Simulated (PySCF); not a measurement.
# F2K: the cost of one run

The runs use PySCF 2.14.0; method and basis as typed in the scripts.

1 further run of the same task is left out (it didn't finish).

### Step 1. Starting geometry

KF2⁻: 3 atoms, charge -1, spin multiplicity 1.

Bond lengths: K1–F2 2.337 Å, K1–F3 2.337 Å. Angles: F2–K1–F3 180.0°.

Coordinates:

```xyz
3
charge -1, multiplicity 1
K     0.0000    0.0000    0.0000
F     2.3367    0.0000    0.0000
F    -2.3367    0.0000    0.0000
```

### Step 2. The base run

The input, input.py:

```python
from pyscf import gto, scf
from pyscf.hessian import thermo

mol = gto.M(
    atom='K 0 0 0; F 2.3367 0 0; F -2.3367 0 0',
    basis='6-31+g*',
    charge=-1,
    spin=0,
    symmetry=True,
    verbose=4,
)
mf = scf.RHF(mol)
mf.kernel()
hess = mf.Hessian().kernel()
print('wavenumber (cm^-1) =', thermo.harmonic_analysis(mol, hess)['freq_wavenumber'].round(1))
mf.dip_moment()
print('orbital energies (hartree):', mf.mo_energy[..., max(0, mol.nelec[1]-3):mol.nelec[0]+3].round(4))
```

Launch:

```console
OMP_NUM_THREADS=1 python input.py
```

What time and memory should one allow on 1 thread of Arm Neoverse N1, shared host?

About 38 s, with a peak of 0.13 GiB.
